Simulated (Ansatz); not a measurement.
# C2H6OSi, SMILES CO[C][SiH3]: an atomisation energy

With Ansatz's Python interface.

The cells in order, each with its output:

```python
from collections import Counter

import ansatz as az
```

```python
BASIS_SET = "cc-pVDZ"
FUNCTIONAL = "pbe"
```

```python
def total_energy(molecule, charge=0, unpaired=0):
    calc = (
        molecule.calculation()
        .basis(gaussian=BASIS_SET)
        .functional(FUNCTIONAL)
    )
    if charge:
        calc = calc.charge(charge)
    if unpaired:
        calc = calc.spin("collinear", total=unpaired)
    report = calc.run(threads=1, pin="off").report
    if report["published_state_doubts"]:
        print("  doubts:", report["published_state_doubts"])
    return report["free_energy_ev"]
```

```python
GEOMETRY = """
C    -1.91170   -0.38200   -0.13730
O    -0.53290   -0.48680   -0.38240
C     0.10010    0.47330    0.41750
Si    1.94470    0.39270    0.14340
H    -2.29700    0.62300   -0.42440
H    -2.43960   -1.13350   -0.75990
H    -2.14950   -0.60140    0.92860
H     2.24170    0.66020   -1.27170
H     2.60880    1.40060    0.98320
H     2.43530   -0.94610    0.50310
"""
```

```python
geometry = az.Crystal.molecule()
for line in GEOMETRY.strip().splitlines():
    symbol, *xyz = line.split()
    geometry = geometry.atom(symbol, [float(v) for v in xyz])
```

```python
# Hund ground states
unpaired = {"C": 2, "O": 2, "Si": 2, "H": 1}
counts = Counter(site.symbol for site in geometry.cartesian_sites)
atom_energy = {s: total_energy(az.Crystal.molecule().atom(s, (0, 0, 0)), 0, unpaired[s]) for s in counts}
whole = total_energy(geometry, 0, 2)
for s, e in atom_energy.items():
    print(f"{s:2s} x{counts[s]}  {e:14.5f} eV")
print(f"C2H6OSi: {whole:.5f} eV")
split = sum(counts[s] * e for s, e in atom_energy.items()) - whole
print(f"atomisation energy (no zero-point term): {23.060548 * split:.1f} kcal/mol, {split / sum(counts.values()):.3f} eV an atom")
```

    C  x2     -1028.27851 eV
    O  x1     -2040.34830 eV
    Si x1     -7870.05275 eV
    H  x6       -13.56836 eV
    C2H6OSi: -12082.80441 eV
    atomisation energy (no zero-point term): 794.1 kcal/mol, 3.444 eV an atom

794.1 kcal/mol from the electronic energies, without the zero-point term.

Notes:
- Total energies depend on the basis set; only differences at equal settings carry meaning.
- The geometry is a force-field or estimated start, not a minimum of this method, and the basis set is short of its limit. All parts are taken at fixed geometry, without zero-point energy.
- The species is open-shell (spin multiplicity 3).
- For Al to Cl the sets with a tight d function, cc-pV(X+d)Z, are usual.
- This functional overbinds, so such energies come out a few per cent too high (LDA far more).
- Run time: 5.1 s on 1 thread of Arm Neoverse V1, with other jobs on the host, peak memory 0.2 GiB.

(Lines on the test bed's own set-up are left out of the output.)
